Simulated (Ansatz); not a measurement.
# GeH₅ (doublet): wave-function methods side by side at distance H1–H2 along a hydrogen transfer = 0.745 Å, cc-pVTZ

An exercise on one series of results from a longer session: the logs are not shown, and one member is left open.

The runs use Ansatz 0.2.0, Gaussian basis; cc-pVTZ, core rule «outside noble gas», up to 14 orbitals frozen.

The runs, in order: UHF; CCSD(T) on ROHF; CCSD(T) on UHF; BCCD(T) on ROHF; CISD; CCSDT(Q) on ROHF; CCSDT(Q) on UHF; CASSCF and NEVPT2, 3 electrons in 3 orbitals; CASSCF and NEVPT2, 9 electrons in 9 orbitals.

### The geometry

The geometry derives from fragments relaxed apart (PBE0/def2-TZVP) and kept rigid, so it is no stationary point. A hydrogen atom is moved between rigid fragments. No spin-orbit coupling is included. The filled d shell of Ge may be among the frozen orbitals whatever the setting's name suggests; the logs give the count.

6 atoms, charge 0, spin multiplicity 2.

Atoms are counted from 1 here; the program's logs count them from 0.

Bond lengths: H1–H2 0.745 Å, Ge3–H4 1.539 Å, Ge3–H5 1.539 Å, Ge3–H6 1.539 Å. Angles: H4–Ge3–H5 111.2°, H4–Ge3–H6 111.2°, H5–Ge3–H6 111.2°.

Set-up of the first run:

Input file in.yaml:

```yaml
crystal:
  periodic: [false, false, false]
  atoms:
    - {symbol: H, position_ang: [-2.838041, 0.000000, -0.000001]}
    - {symbol: H, position_ang: [-2.093041, 0.000000, -0.000001]}
    - {symbol: Ge, position_ang: [0.046959, 0.000000, 0.000000]}
    - {symbol: H, position_ang: [0.515627, -1.465915, 0.000000]}
    - {symbol: H, position_ang: [0.515628, 0.732957, -1.269519]}
    - {symbol: H, position_ang: [0.515627, 0.732957, 1.269520]}
basis:
  gaussian: {orbitals: cc-pVTZ}
magnetization: {spin_polarized: true, initial_magnetization: 1}
hamiltonian: {xc: hf}
output: {orbitals: {seedname: orbitals}}
```

Launch:

```console
ansatz run in.yaml --threads 1 --pin off --events-out ev --progress --plain --max-ram 2816MiB --backend cpu
```

Steps of the session up to this table: UHF; CCSD(T) on ROHF; CCSD(T) on UHF; BCCD(T) on ROHF; CISD; CCSDT(Q) on ROHF; CCSDT(Q) on UHF; CASSCF and NEVPT2, 3 electrons in 3 orbitals; CASSCF and NEVPT2, 9 electrons in 9 orbitals.

One table of the session follows, with a row left open; its other results are not shown here.

| method | from UCCSDT(Q) (kJ/mol) |
| --- | --- |
| ROHF | +499.3 |
| UHF | +491.3 |
| RMP2 | +98.5 |
| UMP2 | +98.0 |
| CISD | +41.8 |
| RCCSD | +13.1 |
| UCCSD | +12.6 |
| RCCSD(T) | +2.8 |
| UCCSD(T) | +2.3 |
| BCCD(T) | ? |
| RCCSDT | +0.7 |
| UCCSDT | +0.3 |
| RCCSDT(Q) | +0.5 |
| UCCSDT(Q) | 0 |
| CASSCF pair | +451.4 |
| NEVPT2 pair | +98.3 |
| CASSCF valence | +330.9 |
| NEVPT2 valence | +93.6 |

Q: Estimate the row for BCCD(T) from the others.

The run gave: from UCCSDT(Q) (kJ/mol): +2.7. In the column «from UCCSDT(Q) (kJ/mol)» it lies between UCCSD(T) (+2.3) and RCCSD(T) (+2.8).

Caveats from the session: Restricted and unrestricted rows rest on different reference determinants; where their highest levels disagree by more than a few hundredths of an eV, they describe different states and don't form one ladder.
